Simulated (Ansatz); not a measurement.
# AlNi: the cost of one run

Program: Ansatz 0.2.0. Level of theory: DFT PBEsol, scalar-relativistic, plane waves, PAW. These are calculated values, not measurements.

2 further runs of the same task are left out: 1 that didn't finish, 1 set aside as unsound or not needed.

### Step 1. Starting point

It takes space group Pm-3m (No. 221, cubic). The conventional cell has a = 2.862 Å, b = 2.862 Å, c = 2.862 Å, α = 90.00°, β = 90.00°, γ = 90.00°. Al (site symmetry m-3m) has 8 Ni at 2.48 Å as nearest neighbours. Ni (site symmetry m-3m) has 8 Al at 2.48 Å as nearest neighbours.

Coordinates:

```
CELL_PARAMETERS angstrom
-2.86217 0.00000 0.00000
0.00000 -2.86217 0.00000
0.00000 0.00000 2.86217
ATOMIC_POSITIONS crystal
Al 0.00000 0.00000 0.00000
Ni 0.50000 0.50000 0.50000
```

It is the result of an earlier relaxation at this level (volume 11.72 Å³/atom; gap on the mesh: none (metal)).

### Step 2. The bulk in the cell of the plane

The input, input.yaml:

```yaml
crystal:
  lattice:
    - [2.8621655518, 0.0, 0.0]
    - [0.0, 2.8621655518, 0.0]
    - [0.0, 0.0, 2.8621655518]
  atoms:
    - { symbol: Al, position: [0.0, 0.0, 0.0] }
    - { symbol: Ni, position: [0.5, 0.5, 0.5] }
basis:
  ecutwfc: 420
kpoints:
  mp_grid: { grid: [12, 12, 12] }
hamiltonian:
  xc: pbesol
scf:
  occupations: { method: gaussian, width: 0.1 }
output:
  forces: true
  stress: true
  eigenvalues: true
```

The run is started by

```bash
$ ansatz run input.yaml --threads 4 --pin off --max-ram 10240MiB --backend cpu --events-out ev --progress --plain --runs-dir out
```

Q: Estimate wall time and peak memory on 4 threads of Intel Xeon Platinum 8259CL at 2.50GHz (Skylake/Cascade Lake), shared host.

About 1 s, with a peak of 0.38 GiB.
